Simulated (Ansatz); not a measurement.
# CH4B2Cl2, SMILES BC(B)(Cl)Cl: harmonic frequencies at the relaxed geometry

With Ansatz 0.2.0, Python API.

Notebook, run cell by cell (the value of a cell's last expression is shown):

**Cell 1**
```python
import itertools

import ansatz as az
from ase import Atoms
from ase.data import atomic_numbers, covalent_radii
from ase.thermochemistry import IdealGasThermo
import numpy as np
```

**Cell 2**
```python
geometry_ang = [
    ("B", (-0.2917, 1.2183, -0.3296)),
    ("C", (0.1977, -0.2315, -0.4412)),
    ("B", (-0.0084, -0.9542, 0.9488)),
    ("Cl", (-0.6392, -1.089, -1.6981)),
    ("Cl", (1.9283, -0.2268, -0.8973)),
    ("H", (-1.4757, 1.4818, -0.0833)),
    ("H", (0.4039, 2.1839, -0.5347)),
    ("H", (-0.6076, -1.907, 1.0554)),
    ("H", (0.5811, -0.5217, 1.9629)),
]
geometry = az.Crystal.molecule()
for symbol, xyz in geometry_ang:
    geometry = geometry.atom(symbol, xyz)

calculation = geometry.calculation()
calculation = calculation.basis(gaussian="6-31G*").functional("b3lyp")
symbols = [site.symbol for site in geometry.cartesian_sites]
start = np.array([site.position_ang for site in geometry.cartesian_sites], dtype=float)
summary = calculation.relax(force_tolerance=0.003, max_steps=100).run(threads=1, backend="cpu").report
end = np.array(summary["positions_ang"])
```

**Cell 3**
```python
# pairs closer than 1.2 times the sum of covalent radii, before or after
radius = [covalent_radii[atomic_numbers[s]] for s in symbols]
span = lambda where, i, j: np.linalg.norm(where[i] - where[j])
bonded = [(i, j) for i, j in itertools.combinations(range(len(symbols)), 2) if min(span(start, i, j), span(end, i, j)) < 1.2 * (radius[i] + radius[j])]
print("pair        before    after (A)")
for i, j in bonded:
    print(f"{symbols[i]}{i}-{symbols[j]}{j}".ljust(10), f"{span(start, i, j):8.4f} {span(end, i, j):8.4f}")
for first, second in list(itertools.combinations(bonded, 2)):
    shared = set(first) & set(second)
    if shared and symbols[(j := shared.pop())] != "H":
        i, k = sorted((set(first) | set(second)) - {j})
        u, v = end[i] - end[j], end[k] - end[j]
        angle = np.degrees(np.arccos(np.clip(u @ v / np.linalg.norm(u) / np.linalg.norm(v), -1, 1)))
        print(f"final angle {symbols[i]}{i}-{symbols[j]}{j}-{symbols[k]}{k}: {angle:.2f} deg")
```
Output:
```text
pair        before    after (A)
B0-C1        1.5342   1.5595
B0-H5        1.2377   1.1916
B0-H6        1.2076   1.1892
C1-B2        1.5801   1.5595
C1-Cl3       1.7365   1.8534
C1-Cl4       1.7897   1.8533
B2-H7        1.1306   1.1892
B2-H8        1.2502   1.1916
final angle C1-B0-H5: 117.21 deg
final angle C1-B0-H6: 120.35 deg
final angle B0-C1-B2: 135.68 deg
final angle B0-C1-Cl3: 87.71 deg
final angle B0-C1-Cl4: 117.73 deg
final angle H5-B0-H6: 122.43 deg
final angle B2-C1-Cl3: 117.72 deg
final angle B2-C1-Cl4: 87.74 deg
final angle C1-B2-H7: 120.35 deg
final angle C1-B2-H8: 117.21 deg
final angle Cl3-C1-Cl4: 111.33 deg
final angle H7-B2-H8: 122.43 deg
```

**Cell 4**
```python
# same settings at the minimum
minimum = az.Crystal.molecule()
for symbol, place in zip(symbols, end):
    minimum = minimum.atom(symbol, place.tolist())
vibrating = (
    minimum.calculation()
    .basis(gaussian="6-31G*")
    .functional("b3lyp")
    .phonons(temperatures=(298.15, 498.15, 100))
)
vib = vibrating.run(threads=1, backend="cpu").report["vibrations"]
sums = vib["harmonic_sums"]
modes = [m["omega_inv_cm"] for m in sums["modes_at_gamma"] if m["rigid_motion"] == "no"]
print("frequencies (1/cm):", " ".join(f"{w:.0f}" for w in modes))
print("imaginary modes:", sum(w < 0 for w in modes), " zero-point energy:", round(sums["zero_point_energy_ev"], 4), "eV")
# rigid rotor and ideal gas, symmetry number taken as one
gas = IdealGasThermo(vib_energies=[w / 8065.544 for w in modes if w > 0], geometry="linear" if len(modes) == 3 * len(symbols) - 5 else "nonlinear",
                     atoms=Atoms(symbols, positions=end), symmetrynumber=1, spin=0.0)
print(f"H(298 K) - E = {gas.get_enthalpy(298.15, verbose=False):.4f} eV")
print(f"S(298 K, 1 bar) = {96485.33 * gas.get_entropy(298.15, 1e5, verbose=False):.1f} J/(mol K) with symmetry number 1")
```
Output:
```text
frequencies (1/cm): 119 150 208 272 307 444 457 528 541 814 854 927 984 989 1182 1233 1290 2651 2656 2754 2756
imaginary modes: 0  zero-point energy: 1.3711 eV
H(298 K) - E = 1.5825 eV
S(298 K, 1 bar) = 340.7 J/(mol K) with symmetry number 1
```

Caveats:
- The frequencies are harmonic and unscaled, in a modest basis.
- b3lyp holds the VWN-RPA fit, as in Gaussian; the form of ORCA and Turbomole is b3lyp5.
- The result belongs to the one conformer reached from this start, and soft torsions count as harmonic oscillators.
- The entropy takes a symmetry number of 1; a symmetric molecule's is lower by R ln(sigma).
- Run time: 4 min on 1 thread of Arm Neoverse V1 (shared host), peak memory 0.32 GiB.
